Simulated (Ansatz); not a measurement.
Born–Oppenheimer molecular dynamics of a periodic cell of 16 atoms, Ta (start crystal Ta, start structure bcc, volume 1.15 times the crystal's). It starts from a structure without forces on its atoms.

The calculation used DFT LDA, scalar-relativistic, plane waves, PAW (Ansatz 0.2.0). Settings: accuracy low, cutoff 420 eV, k mesh 2x2x2, fermi-dirac smearing 0.17 eV, no spin polarisation.

```json
{
  "ensemble": "NVT, Langevin thermostat",
  "time step": "4.5 fs",
  "steps asked": "100",
  "set temperature": "2000 K",
  "friction": "0.02 /fs",
  "seed": "633714"
}
```

First frame:

```xyz
16
Lattice="6.9357 0.0000 0.0000 0.0000 6.9357 0.0000 0.0000 0.0000 6.9357" Properties=species:S:1:pos:R:3
Ta 0.000 0.000 0.000
Ta 3.468 0.000 0.000
Ta 0.000 3.468 0.000
Ta 0.000 0.000 3.468
Ta 1.734 1.734 1.734
Ta 3.468 3.468 0.000
Ta 3.468 0.000 3.468
Ta 5.202 1.734 1.734
Ta 0.000 3.468 3.468
Ta 1.734 5.202 1.734
Ta 1.734 1.734 5.202
Ta 3.468 3.468 3.468
Ta 5.202 5.202 1.734
Ta 5.202 1.734 5.202
Ta 1.734 5.202 5.202
Ta 5.202 5.202 5.202
```

What does the run give?

All steps were run.

```yaml
steps_done: 100
time_covered: 450 fs
mean_temperature_over_the_second_half: 1952 K
spread_of_the_potential_energy_over_the_second_half: 29.9 meV per atom
mean_potential_energy_of_the_second_half_above_the_start: 287.6 meV per atom
```

A run of 0.45 ps of so small a system gives no equilibrium averages. Limits of this set-up: coarse k mesh, low accuracy level.

What happens to the structure?

Mean squared displacements from the first frame to the last, about the centre of mass: Ta 0.10 Å². This is one draw of velocities; another would differ in detail.

How do temperature and energy run in time?


```tsv
time (fs)	T (K)	potential energy less start (eV)
0.0	1875	0.000
13.5	1855	0.213
27.0	1857	0.746
40.5	1666	1.375
54.0	1323	2.150
67.5	1154	2.914
81.0	1245	3.544
94.5	1608	3.646
108.0	1744	3.310
121.5	2530	2.973
135.0	2348	2.856
148.5	2012	2.986
162.0	2167	3.073
175.5	2345	3.188
189.0	2235	3.261
202.5	2366	3.157
216.0	2361	3.277
229.5	2322	3.454
243.0	2482	3.814
256.5	2330	4.156
270.0	1627	4.561
283.5	1500	4.879
297.0	1402	5.256
310.5	1474	5.300
324.0	1787	5.213
337.5	2061	4.947
351.0	2505	4.656
364.5	2444	4.523
378.0	2063	4.664
391.5	1510	4.788
405.0	1720	4.741
418.5	2007	4.648
432.0	2224	4.448
445.5	1986	4.202
```

The run took 13 min on 2 threads of Arm Neoverse V2 (shared host), peak memory 1.1 GiB.
